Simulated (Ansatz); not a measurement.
# In3Se: the cost of one run

Method: DFT PBE, scalar-relativistic, plane waves, PAW, in Ansatz 0.2.0.

2 further runs of the same task are left out: 1 that didn't finish, 1 set aside as unsound or not needed.

## (1) The structure to begin with

The structure is cubic, space group Pm-3m (No. 221). Conventional cell: a = 5.061 Å, b = 5.061 Å, c = 5.061 Å, α = 90.00°, β = 90.00°, γ = 90.00°. In (site symmetry 4/mmm) has 8 In at 3.58 Å and 4 Se at 3.58 Å as nearest neighbours. Se (site symmetry m-3m) is surrounded by 12 In at 3.58 Å.

Coordinates:

```cif
data_structure
_symmetry_space_group_name_H-M 'Pm-3m'
_symmetry_Int_Tables_number 221
_cell_length_a 5.0606
_cell_length_b 5.0606
_cell_length_c 5.0606
_cell_angle_alpha 90.000
_cell_angle_beta 90.000
_cell_angle_gamma 90.000
_cell_volume 129.60
loop_
_atom_site_label
_atom_site_type_symbol
_atom_site_symmetry_multiplicity
_atom_site_Wyckoff_symbol
_atom_site_fract_x
_atom_site_fract_y
_atom_site_fract_z
_atom_site_occupancy
In1 In 3 c 0.00000 0.50000 0.50000 1
Se1 Se 1 a 0.00000 0.00000 0.00000 1
```

A structure generator made this guess: random cell by space group and Wyckoff sites (Pm-3m, No. 221). Lengths come from tabulated atomic sizes and are only a guess.

## (2) Probe: one point on a coarse mesh

Input file input.yaml:

```yaml
crystal:
  lattice:
    - [5.06057431, 0.0, 0.0]
    - [0.0, 5.06057431, 0.0]
    - [0.0, 0.0, 5.06057431]
  atoms:
    - { symbol: In, position: [0.0, 0.5, 0.5] }
    - { symbol: In, position: [0.5, 0.0, 0.5] }
    - { symbol: In, position: [0.5, 0.5, 0.0] }
    - { symbol: Se, position: [0.0, 0.0, 0.0] }
basis:
  ecutwfc: 420
kpoints:
  mp_grid: { grid: [4, 4, 4] }
hamiltonian:
  xc: pbe
scf:
  occupations: { method: gaussian, width: 0.1 }
  lower_state_search: "off"
output:
  forces: true
  stress: true
  eigenvalues: true
```

Launch:

```console
ansatz run input.yaml --threads 1 --pin off --max-ram 2560MiB --backend cpu --events-out ev --progress --plain --runs-dir out
```

Q: Estimate wall time and peak memory on 1 thread of Intel Xeon 6975P-C (Granite Rapids), shared host.

About 1.7 s, with a peak of 0.43 GiB.
